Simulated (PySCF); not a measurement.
# C₄H₆N₂OSe: a tour of settings

Which settings matter for C₄H₆N₂OSe (`CCOc1cn[se]n1`)?

Computed with PySCF 2.14.0, with density-fitted response routines of our own, on a single molecule in the gas phase. Atoms count from 0, in the outputs and in this text.

### 1 The molecule as given

14 atoms, charge 0, multiplicity 1; geometry from: GFN2-xTB.

Bonds of the start (Å): C0–C1 1.52, C1–O2 1.43, O2–C3 1.33, C3–C4 1.43, C4–N5 1.30, N5–Se6 1.77, Se6–N7 1.77, N7–C3 1.31, C0–H8 1.09, C0–H9 1.09, C0–H10 1.09, C1–H11 1.10, C1–H12 1.09, C4–H13 1.08.

### 2 Ultraviolet spectrum: PBE0/def2-SVPD

Job settings and geometry (Å):

```
{"job": {"kind": "uv", "xc": "PBE0", "basis": "def2-SVPD", "nstates": 1, "ntriplets": 2, "tda": true}, "charge": 0, "multiplicity": 1}
C      1.916328    -0.572127     0.676479
C      1.298046     0.470944    -0.243767
O      0.100788     1.024565     0.297077
C     -0.991705     0.272433     0.242703
C     -2.237089     0.750128     0.767077
N     -3.238336    -0.066643     0.637956
Se    -2.694105    -1.543920    -0.172308
N     -1.038427    -0.923668    -0.291172
H      1.252572    -1.427632     0.769095
H      2.863541    -0.904242     0.262304
H      2.088673    -0.148618     1.662822
H      1.080010     0.029769    -1.222240
H      1.963586     1.328807    -0.364681
H     -2.364560     1.709731     1.236515
```

Method: TDA PBE0/def2-SVPD, vertical, gas phase, core orbitals frozen in the response.

Launch:

```
$ OMP_NUM_THREADS=1 python probes_run.py task.json out
```

One launch serves the whole session: the jobs run in the order shown.

Log:

```text
coarse grid: 58304 points
cycle   1  E = -2741.0292051495  dE =  4.919e-01  |g| = 5.736e-01  |ddm| = 6.107e+00
cycle   2  E = -2740.9692399636  dE =  5.997e-02  |g| = 8.028e-01  |ddm| = 1.769e+00
cycle   3  E = -2741.0930091020  dE = -1.238e-01  |g| = 1.026e-01  |ddm| = 1.064e+00
cycle   4  E = -2741.0943878705  dE = -1.379e-03  |g| = 6.516e-02  |ddm| = 2.073e-01
cycle   5  E = -2741.0952455736  dE = -8.577e-04  |g| = 2.209e-02  |ddm| = 1.047e-01
cycle   6  E = -2741.0953550147  dE = -1.094e-04  |g| = 5.565e-03  |ddm| = 3.810e-02
cycle   7  E = -2741.0953609756  dE = -5.961e-06  |g| = 2.764e-03  |ddm| = 1.083e-02
final grid: 123336 points
cycle   8  E = -2741.0953434300  dE =  5.873e-06  |g| = 5.720e-03  |ddm| = 1.293e-02
cycle   9  E = -2741.0953157889  dE =  2.764e-05  |g| = 1.219e-02  |ddm| = 2.560e-02
cycle  10  E = -2741.0953510820  dE = -3.529e-05  |g| = 7.097e-04  |ddm| = 1.745e-02
cycle  11  E = -2741.0953511914  dE = -1.094e-07  |g| = 1.374e-04  |ddm| = 1.001e-03
cycle  12  E = -2741.0953511959  dE = -4.501e-09  |g| = 1.738e-05  |ddm| = 2.066e-04
cycle  13  E = -2741.0953511960  dE = -6.639e-11  |g| = 6.659e-06  |ddm| = 3.920e-05
converged SCF energy = -2741.0953511960

Static polarisability (au): isotropic 88.159, principal 63.435 87.196 113.845

Singlet excitations
state   eV       nm        f      main configurations
  1   4.6789    265.0   0.00018   H->L+1 0.97

Triplet excitations (Tamm-Dancoff, eV): 3.2900 4.1687
```

Wall time 59 s (1 thread of Arm Neoverse N1, shared host); peak memory 0.97 GiB.

Frontier orbitals and where they lie:

```
orbital     eV                       atoms
 HOMO−3  -9.16  N7 33 %, N5 17 %, Se6 13 %
 HOMO−2  -8.63   N7 35 %, N5 19 %, C4 12 %
 HOMO−1  -8.21   N5 46 %, N7 32 %, Se6 7 %
   HOMO  -6.88  Se6 43 %, O2 16 %, C4 11 %
   LUMO  -1.48  N5 28 %, Se6 20 %, C4 18 %
 LUMO+1  -0.69  Se6 72 %, N7 11 %, N5 10 %
 LUMO+2   0.61    Se6 66 %, N5 7 %, N7 5 %
```

Further results of this job:

```
           property  computed
  dipole moment (D)      1.80
polarisability (Å³)     13.06
 HOMO–LUMO gap (eV)      5.40
      −ε(HOMO) (eV)      6.88
```

### 3 Shielding tensors: PBE0/pcSseg-1

The job, as its differences from that of step 2:

```diff
@@ -1,2 +1,2 @@
-{"job": {"kind": "uv", "xc": "PBE0", "basis": "def2-SVPD", "nstates": 1, "ntriplets": 2, "tda": true}, "charge": 0, "multiplicity": 1}
+{"job": {"kind": "nmr", "xc": "PBE0", "basis": "pcSseg-1", "pop": false, "scf": {"damp": 0.9, "max_cycle": 94}}, "charge": 0, "multiplicity": 1}
 C      1.916328    -0.572127     0.676479
```

Level: GIAO PBE0/pcSseg-1 NMR shielding, non-relativistic, gas phase.

Log:

```text
damping 0.90 in the first 6 cycles
final grid: 123336 points
cycle   1  E = -2741.2352181716  dE =  4.481e-01  |g| = 9.134e-01  |ddm| = 3.778e+00
cycle   2  E = -2741.2694456137  dE = -3.423e-02  |g| = 7.323e-01  |ddm| = 1.128e-01
cycle   3  E = -2741.2889610255  dE = -1.952e-02  |g| = 5.947e-01  |ddm| = 8.333e-02
cycle   4  E = -2741.3003460252  dE = -1.138e-02  |g| = 4.888e-01  |ddm| = 6.281e-02
cycle   5  E = -2741.3071357721  dE = -6.790e-03  |g| = 4.062e-01  |ddm| = 4.813e-02
cycle   6  E = -2741.3053196625  dE =  1.816e-03  |g| = 3.196e-01  |ddm| = 3.709e-01
cycle   7  E = -2741.2904608217  dE =  1.486e-02  |g| = 4.289e-01  |ddm| = 4.595e-01
cycle   8  E = -2741.3189738306  dE = -2.851e-02  |g| = 4.474e-02  |ddm| = 2.926e-01
cycle   9  E = -2741.3193588348  dE = -3.850e-04  |g| = 1.575e-02  |ddm| = 4.585e-02
cycle  10  E = -2741.3194095961  dE = -5.076e-05  |g| = 5.349e-03  |ddm| = 1.496e-02
cycle  11  E = -2741.3194156084  dE = -6.012e-06  |g| = 1.399e-03  |ddm| = 4.867e-03
cycle  12  E = -2741.3194159784  dE = -3.700e-07  |g| = 4.577e-04  |ddm| = 1.342e-03
cycle  13  E = -2741.3194160225  dE = -4.415e-08  |g| = 1.968e-04  |ddm| = 6.144e-04
cycle  14  E = -2741.3194160317  dE = -9.217e-09  |g| = 4.701e-05  |ddm| = 1.636e-04
cycle  15  E = -2741.3194160322  dE = -4.120e-10  |g| = 2.224e-05  |ddm| = 5.759e-05
converged SCF energy = -2741.3194160322

GIAO shielding tensors (ppm)
atom      isotropic    diamagn.    paramagn.     s11        s22        s33       span
  0 C      171.461     249.085     -77.624    151.693    176.059    186.633     34.940
  1 C      118.618     245.578    -126.960     83.108    107.486    165.258     82.150
  2 O      185.968     398.928    -212.960     49.406    220.129    288.368    238.962
  3 C       16.885     249.382    -232.497    -51.059     42.486     59.229    110.288
  4 C       38.804     249.649    -210.845    -39.522     38.335    117.600    157.122
  5 N     -171.073     331.638    -502.711   -495.688   -224.602    207.071    702.758
  6 Se     498.845    2997.403   -2498.557   -101.538    638.170    959.905   1061.443
  7 N      -65.732     328.001    -393.733   -302.527    -97.663    202.995    505.522
  8 H       29.170      30.891      -1.721     23.010     30.959     33.541     10.531
  9 H       30.743      28.524       2.219     27.018     27.293     37.920     10.902
 10 H       30.490      29.665       0.824     26.584     28.252     36.634     10.050
 11 H       26.529      31.144      -4.615     23.312     25.797     30.478      7.166
 12 H       27.247      29.622      -2.375     21.981     27.131     32.629     10.648
 13 H       23.499      28.388      -4.890     20.160     24.646     25.689      5.529
```

Run time: 53 s. Hardware: 1 thread of Arm Neoverse N1, shared host; peak memory 1.1 GiB.

Despite heavy damping, the SCF converged in 15 cycles.

Shifts follow as δ = σ(reference) − σ, with reference shieldings (ppm) from runs at the same level and on the same kind of geometry: ¹H TMS 31.72, ¹³C TMS 186.9, ¹⁵N NH3 267.7, ¹⁷O H2O 336.1, ⁷⁷Se Me2Se 1758. The references are single molecules in the gas phase, so shifts against H2O, NH3, PH3, H3PO4 or CFCl3 are not on the usual liquid scales and can be off by tens of ppm. Atoms listed in one row are averaged.

```
      atoms                                         environment  σ (ppm)  δ (ppm)
         C3                      aromatic carbon bearing oxygen     16.9    170.0
         C4                 aromatic CH next to a ring nitrogen     38.8    148.1
         C1                                 sp3 CH2 bonded to O    118.6     68.3
         C0                                       methyl carbon    171.5     15.5
        H13  hydrogen on an aromatic CH next to a ring nitrogen    23.50     8.22
   H11, H12                  hydrogen on an sp3 CH2 bonded to O    26.89     4.83
H8, H9, H10                         hydrogen on a methyl carbon    30.13     1.58
         O2                                        ether oxygen    186.0    150.1
         N5                  pyridine-type nitrogen of an azole   -171.1    438.8
         N7                  pyridine-type nitrogen of an azole    -65.7    333.5
        Se6        selenium bonded to 2 N, in a 5-membered ring      499     1259
```

Ring of atoms C3, C4, N5, Se6, N7: NICS(0) -12.2, NICS(1) -10.6, NICS(1)zz -25.5 ppm (means of both faces).

### 4 Ultraviolet spectrum: HCTH407/6-31G*

The job, as its differences from that of step 3:

```diff
@@ -1,2 +1,2 @@
-{"job": {"kind": "nmr", "xc": "PBE0", "basis": "pcSseg-1", "pop": false, "scf": {"damp": 0.9, "max_cycle": 94}}, "charge": 0, "multiplicity": 1}
+{"job": {"kind": "uv", "xc": "HCTH407", "basis": "6-31G*", "nstates": 1, "ntriplets": 2, "tda": false}, "charge": 0, "multiplicity": 1}
 C      1.916328    -0.572127     0.676479
```

Method: TDDFT HCTH407/6-31G*, vertical, gas phase, core orbitals frozen in the response.

Log:

```text
coarse grid: 58304 points
cycle   1  E = -2743.1095266005  dE =  3.676e-01  |g| = 7.171e-01  |ddm| = 4.147e+00
cycle   2  E = -2742.7895065067  dE =  3.200e-01  |g| = 1.374e+00  |ddm| = 1.985e+00
cycle   3  E = -2743.2003911294  dE = -4.109e-01  |g| = 3.237e-01  |ddm| = 1.563e+00
cycle   4  E = -2743.2214700580  dE = -2.108e-02  |g| = 1.514e-01  |ddm| = 4.518e-01
cycle   5  E = -2743.2260299698  dE = -4.560e-03  |g| = 6.276e-02  |ddm| = 1.804e-01
cycle   6  E = -2743.2267926963  dE = -7.627e-04  |g| = 2.876e-02  |ddm| = 7.532e-02
cycle   7  E = -2743.2269658065  dE = -1.731e-04  |g| = 1.010e-02  |ddm| = 3.205e-02
cycle   8  E = -2743.2269921637  dE = -2.636e-05  |g| = 2.459e-03  |ddm| = 1.228e-02
cycle   9  E = -2743.2269934125  dE = -1.249e-06  |g| = 7.378e-04  |ddm| = 3.318e-03
final grid: 123336 points
cycle  10  E = -2743.2268597344  dE =  3.416e-07  |g| = 1.460e-03  |ddm| = 3.460e-03
cycle  11  E = -2743.2268561671  dE =  3.567e-06  |g| = 3.709e-03  |ddm| = 6.557e-03
cycle  12  E = -2743.2268602536  dE = -4.087e-06  |g| = 6.510e-04  |ddm| = 5.096e-03
cycle  13  E = -2743.2268603549  dE = -1.012e-07  |g| = 1.464e-04  |ddm| = 6.796e-04
cycle  14  E = -2743.2268603597  dE = -4.837e-09  |g| = 3.529e-05  |ddm| = 1.441e-04
cycle  15  E = -2743.2268603600  dE = -2.688e-10  |g| = 1.194e-05  |ddm| = 4.000e-05
converged SCF energy = -2743.2268603600

Static polarisability (au): isotropic 75.083, principal 47.634 74.912 102.702

Singlet excitations
state   eV       nm        f      main configurations
  1   4.3816    283.0   0.00105   H->L+1 0.98

Triplet excitations (Tamm-Dancoff, eV): 3.2442 4.0268
```

Run time: 45 s. Hardware: 1 thread of Arm Neoverse N1, shared host; peak memory 0.71 GiB.

This run: HOMO -5.68 eV, LUMO -2.06 eV; lowest singlet 4.38 eV.

### 5 Shielding tensors: KT2/pcSseg-1

The job, as its differences from that of step 4:

```diff
@@ -1,2 +1,2 @@
-{"job": {"kind": "uv", "xc": "HCTH407", "basis": "6-31G*", "nstates": 1, "ntriplets": 2, "tda": false}, "charge": 0, "multiplicity": 1}
+{"job": {"kind": "nmr", "xc": "KT2", "basis": "pcSseg-1", "pop": true, "grid": 3}, "charge": 0, "multiplicity": 1}
 C      1.916328    -0.572127     0.676479
```

Level: GIAO KT2/pcSseg-1 NMR shielding, non-relativistic, gas phase.

Log:

```text
coarse grid: 58304 points
cycle   1  E = -2756.8572898910  dE =  3.336e-01  |g| = 8.837e-01  |ddm| = 3.789e+00
cycle   2  E = -2756.4165627266  dE =  4.407e-01  |g| = 1.607e+00  |ddm| = 1.932e+00
cycle   3  E = -2756.9380782678  dE = -5.215e-01  |g| = 4.240e-01  |ddm| = 1.694e+00
cycle   4  E = -2756.9651765729  dE = -2.710e-02  |g| = 2.846e-01  |ddm| = 6.197e-01
cycle   5  E = -2756.9823598779  dE = -1.718e-02  |g| = 9.121e-02  |ddm| = 2.715e-01
cycle   6  E = -2756.9839645353  dE = -1.605e-03  |g| = 4.309e-02  |ddm| = 1.065e-01
cycle   7  E = -2756.9843427874  dE = -3.783e-04  |g| = 1.701e-02  |ddm| = 4.353e-02
cycle   8  E = -2756.9844129763  dE = -7.019e-05  |g| = 2.999e-03  |ddm| = 1.644e-02
cycle   9  E = -2756.9844151290  dE = -2.153e-06  |g| = 1.731e-03  |ddm| = 5.141e-03
final grid: 177632 points
cycle  10  E = -2756.9843956178  dE =  3.146e-06  |g| = 3.855e-03  |ddm| = 5.521e-03
cycle  11  E = -2756.9843746694  dE =  2.095e-05  |g| = 9.438e-03  |ddm| = 1.397e-02
cycle  12  E = -2756.9843991160  dE = -2.445e-05  |g| = 1.249e-03  |ddm| = 1.077e-02
cycle  13  E = -2756.9843994937  dE = -3.776e-07  |g| = 2.166e-04  |ddm| = 1.180e-03
cycle  14  E = -2756.9843995039  dE = -1.019e-08  |g| = 6.111e-05  |ddm| = 1.968e-04
cycle  15  E = -2756.9843995047  dE = -8.631e-10  |g| = 1.258e-05  |ddm| = 5.641e-05
converged SCF energy = -2756.9843995047

GIAO shielding tensors (ppm)
atom      isotropic    diamagn.    paramagn.     s11        s22        s33       span
  0 C      169.563     249.856     -80.293    149.572    173.500    185.617     36.045
  1 C      116.294     247.146    -130.851     80.210    105.778    162.895     82.686
  2 O      175.643     399.374    -223.731     41.465    208.673    276.792    235.327
  3 C       25.009     251.174    -226.165    -28.729     46.053     57.704     86.434
  4 C       50.161     250.314    -200.153    -16.321     49.372    117.431    133.752
  5 N     -128.077     331.528    -459.605   -408.175   -179.120    203.065    611.240
  6 Se     550.038    3002.487   -2452.449     44.596    636.001    969.518    924.921
  7 N      -37.434     328.807    -366.241   -243.878    -66.021    197.597    441.475
  8 H       29.081      31.317      -2.237     23.083     30.937     33.222     10.139
  9 H       30.632      28.409       2.223     27.013     27.398     37.484     10.471
 10 H       30.438      29.792       0.645     26.763     28.248     36.302      9.539
 11 H       26.299      31.474      -5.174     23.097     25.602     30.200      7.103
 12 H       27.112      29.667      -2.555     21.925     27.122     32.289     10.364
 13 H       23.659      28.777      -5.118     20.396     24.673     25.908      5.512
```

Run time: 76 s. Hardware: 1 thread of Arm Neoverse N1, shared host; peak memory 0.96 GiB.

Key values: δ C3 160.6, C4 135.4, C1 69.3, C0 16.0, H13 7.96, H11 4.92 ppm (means over like atoms).

### 6 Nuclear shieldings: X3LYP/pcSseg-1

The job, as its differences from that of step 5:

```diff
@@ -1,2 +1,2 @@
-{"job": {"kind": "nmr", "xc": "KT2", "basis": "pcSseg-1", "pop": true, "grid": 3}, "charge": 0, "multiplicity": 1}
+{"job": {"kind": "nmr", "xc": "X3LYP", "basis": "pcSseg-1", "pop": false, "scf": {"guess": "vsap"}}, "charge": 0, "multiplicity": 1}
 C      1.916328    -0.572127     0.676479
```

With the program's defaults for keys left out, this is: GIAO X3LYP/pcSseg-1 NMR shielding, non-relativistic, gas phase.

Log:

```text
final grid: 123336 points
cycle   1  E = -2717.6364043989  dE =  2.161e+01  |g| = 8.699e+00  |ddm| = 1.835e+01
cycle   2  E = -2525.9113747733  dE =  1.917e+02  |g| = 2.331e+01  |ddm| = 2.418e+01
cycle   3  E = -2722.4193204344  dE = -1.965e+02  |g| = 8.526e+00  |ddm| = 1.439e+01
cycle   4  E = -2739.6073193181  dE = -1.719e+01  |g| = 2.989e+00  |ddm| = 7.915e+00
cycle   5  E = -2735.3637407249  dE =  4.244e+00  |g| = 3.928e+00  |ddm| = 6.063e+00
cycle   6  E = -2741.2571164537  dE = -5.893e+00  |g| = 1.405e+00  |ddm| = 5.736e+00
cycle   7  E = -2741.5967241976  dE = -3.396e-01  |g| = 9.350e-01  |ddm| = 1.592e+00
cycle   8  E = -2741.7606587266  dE = -1.639e-01  |g| = 3.121e-01  |ddm| = 8.399e-01
cycle   9  E = -2741.7789805656  dE = -1.832e-02  |g| = 1.160e-01  |ddm| = 2.876e-01
cycle  10  E = -2741.7813983498  dE = -2.418e-03  |g| = 4.889e-02  |ddm| = 1.266e-01
cycle  11  E = -2741.7820812008  dE = -6.829e-04  |g| = 1.388e-02  |ddm| = 6.171e-02
cycle  12  E = -2741.7821032058  dE = -2.201e-05  |g| = 4.045e-03  |ddm| = 1.153e-02
cycle  13  E = -2741.7821064019  dE = -3.196e-06  |g| = 2.141e-03  |ddm| = 4.237e-03
cycle  14  E = -2741.7821072523  dE = -8.503e-07  |g| = 3.456e-04  |ddm| = 1.476e-03
cycle  15  E = -2741.7821072791  dE = -2.681e-08  |g| = 1.432e-04  |ddm| = 4.070e-04
cycle  16  E = -2741.7821072844  dE = -5.311e-09  |g| = 5.149e-05  |ddm| = 1.786e-04
cycle  17  E = -2741.7821072850  dE = -6.635e-10  |g| = 1.473e-05  |ddm| = 5.767e-05
converged SCF energy = -2741.7821072850

GIAO shielding tensors (ppm)
atom      isotropic    diamagn.    paramagn.     s11        s22        s33       span
  0 C      166.096     247.960     -81.864    145.789    170.333    182.166     36.377
  1 C      112.442     244.792    -132.350     76.654    101.416    159.254     82.600
  2 O      180.620     399.908    -219.288     45.124    212.858    283.877    238.754
  3 C       10.483     249.756    -239.273    -58.886     36.712     53.623    112.509
  4 C       33.807     249.752    -215.946    -45.420     35.109    111.731    157.151
  5 N     -181.889     333.085    -514.974   -509.609   -236.177    200.120    709.729
  6 Se     429.264    2997.597   -2568.334   -180.134    576.004    891.920   1072.054
  7 N      -75.226     328.729    -403.955   -314.368   -107.916    196.607    510.976
  8 H       29.239      31.229      -1.990     23.246     31.094     33.377     10.131
  9 H       30.830      28.519       2.311     27.258     27.558     37.673     10.415
 10 H       30.583      29.811       0.772     26.860     28.449     36.442      9.582
 11 H       26.595      31.353      -4.758     23.462     25.894     30.427      6.965
 12 H       27.354      29.619      -2.265     22.184     27.359     32.519     10.335
 13 H       23.699      28.843      -5.144     20.448     24.773     25.876      5.428
```

It took 58 s on 1 thread of Arm Neoverse N1, shared host; peak memory 1.1 GiB.

In short: δ C3 171.7, C4 148.4, C1 69.7, C0 16.1, H13 8.11, H11 4.84 ppm (means over like atoms).

### 7 Comparing the runs: electronic excitations

Excitations and ground-state properties, with basis size and wall time:

```
           run  lowest singlet (eV)  brightest (eV)      f  gap (eV)  α (Å³)  μ (D)  functions  time
PBE0/def2-SVPD                 4.68            4.68  0.000      5.40   13.06   1.80        232  59 s
HCTH407/6-31G*                 4.38            4.38  0.001      3.62   11.13   1.78        142  45 s
```

### 8 Run by run: NMR shifts

Shifts (ppm) of some atoms, chosen among heavy atoms and hydrogens apart, means over like atoms, with basis size and wall time:

```
           run     C3     C4   H13   H11     N5     N7   Se6  functions  time
 PBE0/pcSseg-1  170.0  148.1  8.22  4.83  438.8  333.5  1259        190  53 s
  KT2/pcSseg-1  160.6  135.4  7.96  4.92  394.6  304.0  1161        190  76 s
X3LYP/pcSseg-1  171.7  148.4  8.11  4.84  448.6  342.0  1243        190  58 s
```

### 9 Results

```
                                                              quantity                         value
                                       lowest singlet (PBE0/def2-SVPD)   4.68 eV (265 nm), f = 0.000
                                                        lowest triplet                       3.29 eV
                                ¹³C shifts against TMS (PBE0/pcSseg-1)  170.0, 148.1, 68.3, 15.5 ppm
¹H shifts against TMS (PBE0/pcSseg-1, means over atoms taken as alike)          8.22, 4.83, 1.58 ppm
                                ¹⁷O shifts against H2O (PBE0/pcSseg-1)                     150.1 ppm
                                ¹⁵N shifts against NH3 (PBE0/pcSseg-1)              438.8, 333.5 ppm
                             ⁷⁷Se shifts against Me2Se (PBE0/pcSseg-1)                      1259 ppm
                                           range of the lowest singlet               4.38 to 4.68 eV
                                             range of the shift of Se6              1161 to 1259 ppm
```

Single values in the summary come from the first sound run of each kind (PBE0/def2-SVPD; PBE0/pcSseg-1), which need not be the best level. The first singlet state (HOMO→LUMO+1 0.97) lies at 4.68 eV and is dark. The lowest triplet lies 1.39 eV below the lowest singlet. At PBE0/pcSseg-1: The largest span, 1061 ppm, is at Se6, where the paramagnetic term is -2499 ppm. NICS(1)zz of -25 ppm above the planar ring from C3 marks a diatropic (aromatic) ring current. The lowest singlet runs from 4.38 eV (HCTH407/6-31G*) to 4.68 eV (PBE0/def2-SVPD), while the orbital gap spans 3.62 to 5.40 eV. Some runs use the Tamm-Dancoff approximation and others full TDDFT, which shifts states apart from functional and basis. The lowest state need not be the same one in every run. In ppm, Se6 moves most: its shift spreads over 99 ppm, from 1161 (KT2/pcSseg-1) to 1259 (PBE0/pcSseg-1). Part of that comes from the computed reference. Spin-orbit coupling is left out, which matters for shieldings and couplings at and beside the heavy atoms.
